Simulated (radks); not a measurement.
# Ca⁺ in [Ar] 4s1: an all-electron calculation

The task here is to estimate one member of a computed series from the others.

The numbers are computed with radks (a radial shooting solver on a logarithmic mesh, Libxc functionals) version 1 (non-relativistic Kohn-Sham, TPSS, spin-unpolarised, spherical densities, point nucleus), except any that are marked as measured or tabulated.

## The system

| Quantity | Value |
| --- | --- |
| element | calcium (Z = 20) |
| charge | +1 |
| electrons | 19 |
| configuration | [Ar] 4s1 |

Outer shells as boxes (Hund's rule):

Ca⁺
```
[Ar] core
4s [↑ ]
```

Set-up of the first run:

Input:

```text
Z 20
configuration [Ar] 4s1
relativity non-relativistic
functional tpss,tpss
spin unpolarised
nucleus point
```

Among the steps run: Self-consistent calculation.

One of the session's tables, all rows but one given; the rest of the session is left out.

It belongs to the step «Radial structure». From the orbitals of this run (lengths in bohr):

| level | <r> | outermost maximum (interpolated) | 90 % within | nodes |
| --- | --- | --- | --- | --- |
| 1s | 0.07731 | 0.0508 | 0.138 | 0 |
| 2s | 0.3661 | 0.302 | 0.569 | 1 |
| 2p | 0.3286 | 0.247 | 0.541 | 0 |
| 3s | 1.160 | 0.995 | 1.74 | 2 |
| 3p | ? | ? | ? | ? |
| 4s | 3.672 | 3.22 | 5.39 | 3 |

Estimate the missing values for 3p.

**Answer.** <r>: 1.266; outermost maximum (interpolated): 1.04; 90 % within: 1.95; nodes: 1. In the column «<r>» it lies between 3s (1.160) and 4s (3.672).

Limits of these values: Spin polarisation and multiplet splitting are left out.
